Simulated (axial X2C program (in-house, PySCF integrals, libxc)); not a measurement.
# All-electron X2C curves of SbC

What are the state, bond length, wavenumber and bond energy of SbC, and what does spin–orbit coupling change?

Program: an in-house X2C program for linear molecules on PySCF integrals. Level of theory: all-electron X2C, Sb dyall-cv3z, C dyall-v3z. These are calculated values, not measurements.

## (1) The job

The input, task.json:

```json
{"zs": [51, 6], "q": 0, "bas": ["dyall-cv3z", "dyall-v3z"], "levels": ["PBE0", "HF", "r2SCAN"], "cc": true, "r0": 2.0, "thr": -2.0, "nmax": 110, "npts": 10, "nst": 2, "ntry": 8}
```

Keys: zs atomic numbers; q charge; bas basis sets; levels methods (HF also brings MP2); cc coupled cluster on or off; r0 starting distance in Å; thr threshold in hartree for freezing inner shells (an s shell follows its p shell); nmax most natural virtual spinors; npts points asked for on the curve; nst determinants followed; ntry starts of the search.

On the command line:

```
$ python so2c.py task.json out
```

Spin-free means the one-electron spin-free X2C Hamiltonian; two-component (2c) means X2C with spin–orbit coupling and atomic mean-field two-electron Coulomb and Gaunt terms. Basis: Sb dyall-cv3z contracted to [11s12p8d4f1g], C dyall-v3z contracted to [7s6p2d1f]; Gaussian nuclei, density fitting. Masses: Sb 120.904 u, C 12.000 u.

Notation: σ, π±, δ± give the projection m of an orbital's angular momentum (0, ±1, ±2), α and β its spin, Λ and M_S the sums; ω is the projection of a spinor's total angular momentum and Ω the sum. Logs are in hartree.

The results follow Hamiltonian by Hamiltonian and level by level.

## (2) State search with PBE0

PBE0 moves the distance from 2.000 Å to 1.887 Å and compares determinants there.

Spin-free determinants:

```json
{"ΔE (eV)": "0.00", "state": "M_S = 1/2, Λ = 0", "open shells": "beyond closed shells: σα"}
{"ΔE (eV)": "0.60", "state": "M_S = 1/2, Λ = 1", "open shells": "beyond closed shells: π+α, π+β, π-α"}
{"ΔE (eV)": "2.20", "state": "M_S = 3/2, Λ = 0", "open shells": "beyond closed shells: σα, π+α, π+β, 2 × π-α"}
{"ΔE (eV)": "2.20", "state": "M_S = 3/2, Λ = 2", "open shells": "beyond closed shells: σα, 2 × π+α, π+β, π-α"}
{"ΔE (eV)": "2.81", "state": "M_S = 1/2, Λ = 0", "open shells": "beyond closed shells: σβ, π+α, π+β, 2 × π-α"}
{"ΔE (eV)": "2.97", "state": "M_S = 1/2, Λ = 2", "open shells": "beyond closed shells: σα, 2 × π+α, π+β, π-β"}
{"ΔE (eV)": "3.09", "state": "M_S = 1/2, Λ = 2", "open shells": "beyond closed shells: σα, π+α, 2 × π+β, π-α"}
```

Two-component determinants:

| ΔE (eV) | state | open shells |
| --- | --- | --- |
| 0.00 | Ω = 1/2 | excess of +ω over −ω: ω = 1/2 |
| 0.47 | Ω = 3/2 | excess of +ω over −ω: ω = 3/2 |
| 2.19 | Ω = 7/2 | excess of +ω over −ω: ω = 1/2, 2 × ω = 3/2 |
| 2.45 | Ω = 3/2 | excess of +ω over −ω: ω = 3/2 |
| 2.47 | Ω = 1/2 | excess of +ω over −ω: 2 × ω = -1/2, ω = 3/2 |
| 2.65 | Ω = 5/2 | excess of +ω over −ω: ω = -1/2, 2 × ω = 3/2 |
| 2.85 | Ω = 3/2 | excess of +ω over −ω: 3 × ω = 1/2 |

## (3) PBE0, spin-free

State followed: M_S = 1/2, Λ = 0 (beyond closed shells: σα). The scan is laid around 1.887 Å, a first estimate of the minimum, and this SCF restarts from the orbitals of the search.

Output at 1.887 Å:

```text
spin-free X2C-1e  PBE0
basis functions 166  fitting functions 906  grid points 5076
iter        total energy     max residual
   1      -6518.413501205     1.46e-05
   2      -6518.413501210     2.42e-05
   3      -6518.413501216     1.64e-05
   4      -6518.413501220     6.75e-06
   5      -6518.413501226     4.78e-06
   6      -6518.413501234     2.92e-06
   7      -6518.413501235     1.08e-06
converged
one-electron -9122.31787243  Coulomb 2695.16179930  exact exchange -43.59879977  xc functional -133.47114902  nuclear repulsion 85.81252069
```

Along the bond, energies from the lowest point:

```
R (Å)  E (eV)  μ (D)  HOMO (eV)  LUMO (eV)  iterations
1.642  1.2138  -1.99      -7.56      -3.51          14
1.717  0.4806  -2.06      -7.35      -3.68          13
1.774  0.1778  -2.09      -7.21      -3.79          14
1.830  0.0314  -2.10      -7.08      -3.88          11
1.887  0.0000  -2.08      -6.97      -3.94           7
1.953  0.0640  -2.04      -6.88      -4.00          14
2.019  0.1995  -2.02      -6.82      -4.05          13
2.104  0.4362  -2.03      -6.77      -4.10          13
2.208  0.7745  -2.11      -6.76      -4.16          13
2.359  1.2931  -2.33      -6.78      -4.25          13
```

Dipoles are positive if C is the positive end.

Outer orbitals at the reference distance:

| symmetry | occupied | ε (eV) | atomic character |
| --- | --- | --- | --- |
| σα | yes | -18.71 | 53% C s, 27% Sb s, 9% Sb p |
| σβ | yes | -17.50 | 43% Sb s, 38% C s, 10% C p |
| σα | yes | -12.75 | 40% Sb s, 24% C p, 19% C s |
| σβ | yes | -11.46 | 34% Sb s, 30% Sb p, 24% C s |
| σα | yes | -8.49 | 52% C p, 32% Sb p, 12% Sb s |
| π-α | yes | -7.63 | 65% C p, 31% Sb p, 3% Sb d |
| π+α | yes | -7.63 | 65% C p, 31% Sb p, 3% Sb d |
| π-β | yes | -6.97 | 66% Sb p, 31% C p |
| π+β | yes | -6.97 | 66% Sb p, 31% C p |
| σβ | no | -3.94 | 55% C p, 22% Sb p, 14% C s |
| π-α | no | -2.39 | 63% Sb p, 25% C p, 8% Sb d |
| π+α | no | -2.39 | 63% Sb p, 25% C p, 8% Sb d |
| π-β | no | -1.67 | 54% C p, 28% Sb p, 14% Sb d |

PBE0 fields in the half plane through the axis: z from -2.4 to 4.2 Å across, distance from the axis 0.15 to 2.25 Å upwards; Sb lies at z = 0 and C at z = 1.887 Å; the ELF is damped to zero where the density is low.

log10 density (e/bohr³). Ten even steps from '0' (-5.00 ) to '9' (1.83 ):
```
01122233333322222211000
11223333333333332221100
12233344444443333322110
22334444444444444332211
22344455555555554433221
23344556665555555443221
23345567776556665543321
23445578987666876544321
```

ELF. Ten even steps from ' ' (0.00 ) to '@' (0.91 ):
```
        ..--==++++====--::....                
      ::==++**####**++====--::::..            
    ::==**##%%%%%%##**++++++====--::..        
  ..--**%%%%%%######**************++--..      
  ::++##%%%%**==----==**##%%%%%%%%##**--..    
..--**%%%%**------::::==%%@@@@@@@@@@%%++::    
..==##%%##==--##%%##----%%%%==##@@@@@@##==..  
..==##%%**--**++%%++++::%%--@@..%%@@@@%%==..  
```

Re = 1.877 Å, ωe = 816 cm⁻¹, ωexe = 6.93 cm⁻¹, Be = 0.4381 cm⁻¹, De = 3.36 eV, μ = -2.08 D. ⟨S²⟩ = 1.03 against 0.75 for a pure state, so this determinant mixes spins.

## (4) HF, spin-free

The SCF at the reference distance of 1.887 Å:

```text
spin-free X2C-1e  HF
basis functions 166  fitting functions 906  grid points 5076
iter        total energy     max residual
   1      -6515.738751514     3.60e-01
   2      -6515.770210894     1.50e-02
   3      -6515.779088305     1.46e-02
   4      -6515.784835208     1.18e-02
   5      -6515.790706176     8.51e-03
   6      -6515.798882587     2.71e-03
   7      -6515.799683482     1.05e-03
   8      -6515.799656878     1.05e-03
   9      -6515.799754250     4.83e-04
  10      -6515.799766398     1.37e-04
  11      -6515.799767256     2.95e-05
  12      -6515.799767318     9.84e-06
  13      -6515.799767321     3.75e-06
  14      -6515.799767321     1.71e-06
converged
one-electron -9121.55377454  Coulomb 2694.57314683  exact exchange -174.63166031  xc functional 0.00000000  nuclear repulsion 85.81252069
```

Re = 1.992 Å, ωe = 675 cm⁻¹, ωexe = 3.67 cm⁻¹, Be = 0.3891 cm⁻¹, De = 1.48 eV, μ = -1.22 D. ⟨S²⟩ = 2.29 against 0.75 for a pure state, so this determinant mixes spins.

## (5) r2SCAN, spin-free

Output at 1.887 Å:

```text
spin-free X2C-1e  r2SCAN
basis functions 166  fitting functions 906  grid points 5076
iter        total energy     max residual
   1      -6518.803168898     1.72e-01
   2      -6518.805565369     2.50e-03
   3      -6518.805512939     2.38e-03
   4      -6518.805432378     4.11e-03
   5      -6518.805588973     1.77e-03
   6      -6518.805631815     2.05e-04
   7      -6518.805632535     5.84e-05
   8      -6518.805632724     2.67e-05
   9      -6518.805632811     1.82e-05
  10      -6518.805632884     8.41e-06
  11      -6518.805632909     3.19e-06
  12      -6518.805632910     4.88e-07
converged
one-electron -9122.14607017  Coulomb 2695.00223032  exact exchange 0.00000000  xc functional -177.47431376  nuclear repulsion 85.81252069
```

Re = 1.886 Å, ωe = 804 cm⁻¹, ωexe = 6.53 cm⁻¹, Be = 0.4342 cm⁻¹, De = 3.50 eV, μ = -1.94 D. ⟨S²⟩ = 1.06 against 0.75 for a pure state, so this determinant mixes spins.

## (6) MP2 and beyond, spin-free

Correlated methods: 19 electrons correlated (frozen shells, counted by type: Sb 4 s, 3 p, 1 d; C 1 s), 233 virtual spinors in MP2, 109 natural virtuals in coupled cluster.

Output of the correlated part at 1.887 Å:

```text
correlated 19  virtual 233  natural virtual 109  E(MP2) -0.655011111  MP2 remainder -0.041302992
iter   CCSD correlation   residual
   1     -0.575509841   1.51e-01
   2     -0.591533647   8.13e-02
   3     -0.599235180   5.87e-02
   4     -0.603737993   3.88e-02
   5     -0.606758805   1.83e-02
   6     -0.607139601   7.86e-03
   7     -0.607158982   3.67e-03
   8     -0.607169997   1.86e-03
   9     -0.607136688   8.14e-04
  10     -0.607167579   3.04e-04
  11     -0.607165045   1.06e-04
  12     -0.607165478   4.03e-05
  13     -0.607165434   1.55e-05
  14     -0.607165325   8.04e-06
  15     -0.607165587   4.40e-06
  16     -0.607165781   2.42e-06
  17     -0.607165907   1.34e-06
  18     -0.607165994   7.48e-07
  19     -0.607166044   3.85e-07
  20     -0.607166068   1.55e-07
  21     -0.607166072   5.99e-08
(T) -0.022952082  T1 0.0792  D1 0.1674  max T2 0.104
```

T1 in the output is the amplitude norm over the root of the electron number; divide by √2 for the Lee–Taylor value.

MP2: No constants are quoted: the reference is strongly spin-contaminated.

CCSD: Re = 1.882 Å, ωe = 796 cm⁻¹, ωexe = 6.25 cm⁻¹, Be = 0.4359 cm⁻¹, De = 2.69 eV. T1 at Re = 0.056 (Lee–Taylor, the printed value over √2).

CCSD(T): Re = 1.873 Å, ωe = 836 cm⁻¹, ωexe = 7.14 cm⁻¹, Be = 0.4404 cm⁻¹, De = 2.89 eV. T1 at Re = 0.057 (Lee–Taylor, the printed value over √2).

## (7) A higher determinant, spin-free

State: M_S = 1/2, Λ = 1 (beyond closed shells: π+α, π+β, π-α).

Output at the reference distance:

```text
spin-free X2C-1e  PBE0
basis functions 166  fitting functions 906  grid points 5076
iter        total energy     max residual
   1      -6518.391346238     6.96e-06
   2      -6518.391346238     1.05e-05
converged
one-electron -9121.98308908  Coulomb 2694.84204526  exact exchange -43.59595874  xc functional -133.46686438  nuclear repulsion 85.81252069
```

```
R (Å)  E above the lowest PBE0 point (eV)
1.642                               2.791
1.717                               1.703
1.774                               1.165
1.830                               0.811
1.887                               0.603
1.953                               0.504
2.019                               0.524
2.104                               0.675
2.208                               0.982
```

Re = 1.973 Å, ωe = 785 cm⁻¹, ωexe = 3.38 cm⁻¹, Be = 0.3968 cm⁻¹, μ = -2.90 D. Te = 0.50 eV.

## (8) The spin-free curves together

Energy (eV) of the followed determinant, spin-free, from each level's lowest point:

```
R (Å)   PBE0     HF  MP2 (spin-contaminated)   CCSD  CCSD(T)  r2SCAN
1.642  1.214  2.044                    1.116    n/a      n/a   1.279
1.717  0.481  1.093                    0.478  0.483    0.458   0.524
1.774  0.178  0.621                    0.203  0.185    0.164   0.206
1.830  0.031  0.306                    0.054  0.037    0.024   0.044
1.887  0.000  0.114                    0.000  0.000    0.000   0.000
1.953  0.064  0.009                    0.026  0.055    0.075   0.051
2.019  0.199  0.000                    0.120  0.182    0.222   0.177
2.104  0.436  0.090                    0.308  0.408    0.473   0.404
2.208  0.774  0.299                    0.602    n/a      n/a   0.737
2.359  1.293  0.700                    1.088    n/a      n/a   1.253
```

(Part 1 of 2 ends here.)
